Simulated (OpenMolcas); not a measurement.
# Au⁵⁺ among point charges: CASSCF and CASPT2 levels and susceptibility

How does a field of 6 point charges split the states of Au⁵⁺, and what χT follows?

The numbers are computed with OpenMolcas 26.06 (state-averaged CASSCF and CASPT2, spin-orbit coupling by RASSI with atomic mean-field integrals), except any that are marked as measured or tabulated.

## (1) The system

```
Species                           : Au⁵⁺ (gold, Z = 79, 74 electrons)
Basis                             : ANO-RCC-VDZP [7s6p4d2f], 59 functions
Scalar Hamiltonian                : DKH2, point nucleus
Inactive shells                   : 1s 2s 2p 3s 3p 3d 4s 4p 4d 4f 5s 5p
Active space                      : 6 electrons in 5 orbitals (5d)
Some configurations of this space : 5d6
Orbitals                          : optimised for each spin and parity, averaged over all roots
```

Outer shells as boxes (Hund's rule):

5d6
```
5d [↑↓][↑ ][↑ ][↑ ][↑ ]
```

The ion sits among 6 point charges of -1.7 e arranged as an octahedron (Oh), 1.93 Å from the ion.

Each step is its own input file, run in one work folder so that later steps find the files of earlier ones. Labels, J, g values, rates, χT and fits are worked out afterwards by a script from the matrices that RASSI stores. The input lists half of the charges; inversion (Group=XYZ) makes the rest.

## (2) Basis and integrals

Contents of a.inp:

```
&GATEWAY
Coord
1

Au 0.0 0.0 0.0
Basis=ANO-RCC-VDZP
Group=XYZ
NoMove
AngMom=0.0 0.0 0.0
AMFI
XField
3 Angstrom 0
1.930000 0.000000 0.000000 -1.700000
0.000000 1.930000 0.000000 -1.700000
0.000000 0.000000 1.930000 -1.700000
&SEWARD
```

On the command line:

```bash
OMP_NUM_THREADS=1 MOLCAS_MEM=1689 MOLCAS_PROJECT=a pymolcas a.inp > a.log
```

## (3) Reference wave functions, quintets of even parity, 5 roots

Contents of a.inp:

```
&RASSCF
FileOrb=start.orb
Symmetry=1
Spin=5
nActEl=6 0 0
Inactive=15 19
Ras2=5 0
CIRoot=5 5 1
SDav=5
CIMx=300
Iter=120 100
PrWF=0.3
OrbListing=Nothing
MaxOrb=0
>>> COPY $Project.JobIph JOB001
```

start.orb holds the contracted functions of the basis, ordered by shell, or the orbitals of the step before.

## (4) CASSCF: triplets of even parity, 45 roots

Contents of a.inp:

```
&RASSCF
FileOrb=start.orb
Symmetry=1
Spin=3
nActEl=6 0 0
Inactive=15 19
Ras2=5 0
CIRoot=45 45 1
SDav=45
CIMx=300
Iter=120 100
PrWF=0.3
OrbListing=Nothing
MaxOrb=0
>>> COPY $Project.JobIph JOB002
```

## (5) Reference wave functions, singlets of even parity, 50 roots

Contents of a.inp:

```
&RASSCF
FileOrb=start.orb
Symmetry=1
Spin=1
nActEl=6 0 0
Inactive=15 19
Ras2=5 0
CIRoot=50 50 1
SDav=50
CIMx=300
Iter=120 100
PrWF=0.3
OrbListing=Nothing
MaxOrb=0
>>> COPY $Project.JobIph JOB003
```

## (6) State interaction with spin-orbit coupling

Contents of a.inp:

```
&RASSI
NrOfJobIphs=3 5 45 50
1 2 3 4 5
1 2 3 4 5 6 7 8 9 10 11 12 13 14 15 16 17 18 19 20 21 22 23 24 25 26 27
28 29 30 31 32 33 34 35 36 37 38 39 40 41 42 43 44 45
1 2 3 4 5 6 7 8 9 10 11 12 13 14 15 16 17 18 19 20 21 22 23 24 25 26 27
28 29 30 31 32 33 34 35 36 37 38 39 40 41 42 43 44 45 46 47 48 49 50
IphNames
JOB001
JOB002
JOB003
EJob
SpinOrbit
DIPRint=1.0
SOCoupling=1000.0
Subsets=2
Property=9
'ANGMOM' 1 'ANGMOM' 2 'ANGMOM' 3 'MLTPL  1' 1 'MLTPL  1' 2 'MLTPL  1' 3
'AMFI' 1 'AMFI' 2 'AMFI' 3
SOProperty=3
'ANGMOM' 1 'ANGMOM' 2 'ANGMOM' 3
```

## (7) CASPT2: IPEA 0.25, imaginary shift 0.1 (closed shells correlated: 5s 5p)

Contents of a.inp:

```
>>> COPY JOB001 $Project.JobIph
&CASPT2
Multistate=5 1 2 3 4 5
NoMult
Frozen=14 16
IPEA=0.25
Imaginary=0.1
MaxIter=60
WThr=0.0 0.3 0.05
PrWF=0.5
NoMix
>>> COPY JOB002 $Project.JobIph
&CASPT2
Multistate=45 1 2 3 4 5 6 7 8 9 10 11 12 13 14 15 16 17 18 19 20 21 22
23 24 25 26 27 28 29 30 31 32 33 34 35 36 37 38 39 40 41 42 43 44 45
NoMult
Frozen=14 16
IPEA=0.25
Imaginary=0.1
MaxIter=60
WThr=0.0 0.3 0.05
PrWF=0.5
NoMix
>>> COPY JOB003 $Project.JobIph
&CASPT2
Multistate=50 1 2 3 4 5 6 7 8 9 10 11 12 13 14 15 16 17 18 19 20 21 22
23 24 25 26 27 28 29 30 31 32 33 34 35 36 37 38 39 40 41 42 43 44 45 46
47 48 49 50
NoMult
Frozen=14 16
IPEA=0.25
Imaginary=0.1
MaxIter=60
WThr=0.0 0.3 0.05
PrWF=0.5
NoMix
```

(Steps that only read results are left out.)

Q: Predict the outcome of this session. Wanted: spin-free ground state; first state of the same spin within the active space; lowest level; next level.

As calculated:

| quantity | value |
| --- | --- |
| method | SS-CASPT2, IPEA 0.25, imaginary shift 0.1 (closed shells correlated: 5s 5p) |
| spin-free ground state | 5T2, 3-fold in its orbital part |
| first state of the same spin within the active space | 5E at 7360 cm⁻¹ |
| lowest level | 2-fold E, g = 0.00, 0.00, 0.00 |
| next level | 98.4 cm⁻¹ |
| χT at 300 K | 4.10 cm³ K/mol |
| effective moment at 300 K | 5.72 μB |

Cost by method:

| method | time of its own steps | time with the reference |
| --- | --- | --- |
| A. CASSCF | 25 s | 25 s |
| B. SS-CASPT2, IPEA 0.25, imaginary shift 0.1, +5s 5p | 12 s | 37 s |

Times are of one thread on a shared host.

What this shows: The spin-free ground state (5T2) comes to 100 % from free-ion D terms and keeps the highest spin of the shell. χT at 300 K is 4.10, against 3.01 cm³ K/mol for the spin alone, so orbital moment adds to it. An active space of the d shell alone favours high spin; real ions in strong fields can be low spin. CASPT2 does not keep the components of a term degenerate, and the means are used. The field of point charges can differ much from that of real complexes. With metal d orbitals alone active, the gaps between spin states are rough; where two lie within a few thousand cm-1, their order is open. Point charges carry no covalency, so the field is a model and not that of real ligands.
